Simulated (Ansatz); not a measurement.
Zr3S2:

```
Zr S
1.0
     2.90254    1.67578    3.48777
    -2.90254    1.67578    3.48777
     0.00000   -3.35156    3.48777
Zr S
3 2
Direct
  0.83873 0.50000 0.16127
  0.50000 0.16127 0.83873
  0.16127 0.83873 0.50000
  0.66502 0.66502 0.66502
  0.33498 0.33498 0.33498
```

The cell comes from a database or a generator and needn't be the stable form of this composition.

| Quantity | Value |
| --- | --- |
| Program | Ansatz 0.2.0 |
| Task | relaxation of cell and atoms |
| Functional | PBEsol |
| Potentials or basis | Ansatz PAW |
| Cutoff | 420 eV (not typed: the program's choice for these potentials) |
| k mesh | 6 × 6 × 6 |
| Occupations | fermi-dirac, width 0.05 eV |
| Spin | no spin polarisation |
| Hubbard terms | Zr d U = 3 eV |

At the start: volume 20.36 Å³/atom.

Problem. How do energy, volume and symmetry change on relaxing?

Solution. It ends after 4 steps and the volume is 20.03 Å³/atom (-1.6 %); space group R32 (No. 155, to 0.05 Å).

The path:
```
step  energy change (eV)  largest force (eV/Å)  volume (Å³)
   1              0.0000                0.1091       101.79
   2             -0.0109                0.0370       100.27
   3             -0.0111                0.0089       100.17
   4             -0.0109                0.0090       100.17
```

Final structure:
```cif
data_structure
_symmetry_space_group_name_H-M 'P 1'
_symmetry_Int_Tables_number 1
_cell_length_a 4.8150
_cell_length_b 4.8150
_cell_length_c 4.8150
_cell_angle_alpha 73.565
_cell_angle_beta 73.565
_cell_angle_gamma 73.565
_cell_volume 100.17
loop_
_atom_site_label
_atom_site_type_symbol
_atom_site_fract_x
_atom_site_fract_y
_atom_site_fract_z
_atom_site_occupancy
Zr1 Zr 0.83843 0.50000 0.16157 1
Zr2 Zr 0.50000 0.16157 0.83843 1
Zr3 Zr 0.16157 0.83843 0.50000 1
S1 S 0.66426 0.66426 0.66426 1
S2 S 0.33574 0.33574 0.33574 1
```

Caveat: the plane-wave basis is chosen anew once the cell has moved, so the energies of steps on either side of that aren't comparable; U without spin polarisation on a metal has little footing; the PAW data sets come from PBE, with cores solved anew for the run's functional, which leaves a small shift of forces and pressure.
